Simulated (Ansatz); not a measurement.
**CH₄ClFOSn: small, medium and large basis sets**

Aim: see how fast density functionals converge with the basis set for CH₄ClFOSn.

Method: one geometry, several basis sets; program: Ansatz 0.2.0, Gaussian basis.

The runs, in order: PBE0-D4/def2-SVP; ωB97M-V/def2-SVP; PBE0-D4/def2-QZVPP; ωB97M-V/def2-QZVPP; the functionals' def2-TZVPP values are taken from earlier runs.

## (1) Structure used throughout

The geometry comes from an earlier relaxation with PBE0-D4 in a triple-zeta def2 set; it is a stationary point, not always the lowest conformer. Sn takes the def2 core potential; no spin-orbit term is included.

SMILES `C[O][SnH]([F])[Cl]`, 9 atoms, charge 0, spin multiplicity 1.

Atoms are counted from 1 here; the program's logs count them from 0.

Bond lengths: C1–O2 1.416 Å, C1–H6 1.092 Å, C1–H7 1.095 Å, C1–H8 1.096 Å, O2–Sn3 1.931 Å, Sn3–F4 1.910 Å, Sn3–Cl5 2.305 Å, Sn3–H9 1.686 Å. Angles: O2–C1–H6 107.3°, O2–C1–H7 111.8°, O2–C1–H8 112.1°, H6–C1–H7 108.5°, H6–C1–H8 108.3°, H7–C1–H8 108.8°, C1–O2–Sn3 121.3°, O2–Sn3–F4 106.4°, O2–Sn3–Cl5 108.8°, O2–Sn3–H9 111.9°, F4–Sn3–Cl5 104.1°, F4–Sn3–H9 110.2°, Cl5–Sn3–H9 114.8°.

## (2) PBE0-D4 in def2-SVP

The input, in.yaml:

```yaml
crystal:
  periodic: [false, false, false]
  atoms:
    - {symbol: C, position_ang: [0.646046, 0.982276, 0.914320]}
    - {symbol: O, position_ang: [0.919323, -0.254723, 0.282356]}
    - {symbol: Sn, position_ang: [-0.387727, -1.114885, -0.848998]}
    - {symbol: F, position_ang: [-1.899063, -1.483487, 0.258625]}
    - {symbol: Cl, position_ang: [-1.171826, 0.420270, -2.379025]}
    - {symbol: H, position_ang: [1.561319, 1.299327, 1.419013]}
    - {symbol: H, position_ang: [-0.148406, 0.889162, 1.662075]}
    - {symbol: H, position_ang: [0.363351, 1.758795, 0.194875]}
    - {symbol: H, position_ang: [0.205384, -2.543134, -1.520441]}
basis:
  gaussian: {orbitals: def2-SVP}
hamiltonian: {xc: pbe0, dispersion: d4}
output: {orbitals: {seedname: orbitals}}
```

The runs that follow: ωB97M-V in def2-SVP; PBE0-D4 in def2-QZVPP; ωB97M-V in def2-QZVPP.

Q: Predict the results of all the runs planned. Wanted: PBE0-D4: double and triple zeta above quadruple; ωB97M-V: double and triple zeta above quadruple.

As calculated:

| quantity | value |
| --- | --- |
| PBE0-D4: double and triple zeta above quadruple | 12.81, 0.80 eV |
| ωB97M-V: double and triple zeta above quadruple | 12.95, 0.76 eV |

**Reading.** For PBE0-D4 the step from double to triple zeta gains 12.02 eV and the next only 0.80 eV. These are total energies; as a rule much of such shifts cancels in differences, which this series doesn't test.
